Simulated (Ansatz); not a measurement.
Crystal: NaF (Villiaumite).

```
CELL_PARAMETERS angstrom
0.00000 2.32000 2.32000
2.32000 0.00000 2.32000
2.32000 2.32000 0.00000
ATOMIC_POSITIONS crystal
Na 0.00000 0.00000 0.00000
F 0.50000 0.50000 0.50000
```

Base run:

```yaml
Program: Ansatz 0.2.0
Functional: r2SCAN
Potentials_or_basis: Ansatz PAW
Cutoff: 500 eV
Density_cutoff: 2000 eV
k_mesh: 10 × 10 × 10
Occupations: fixed
Spin: no spin polarisation
```

Its results: band gap on the k mesh 7.11 eV, direct; pressure -1.5 GPa.

**Question.** The run is repeated on the same cell with these changes: functional from r2SCAN to LDA; cutoff from 500 eV to 420 eV; density cutoff from 2000 eV to 1680 eV; level from r2scan to lda. What comes out?

**Answer.** Band gap on the k mesh 5.96 eV, direct; pressure -4.5 GPa.

Caveats: the PAW data sets come from PBE, with cores solved anew for the run's functional, which leaves a small shift of forces and pressure.

Not every run made on this cell is shown here.
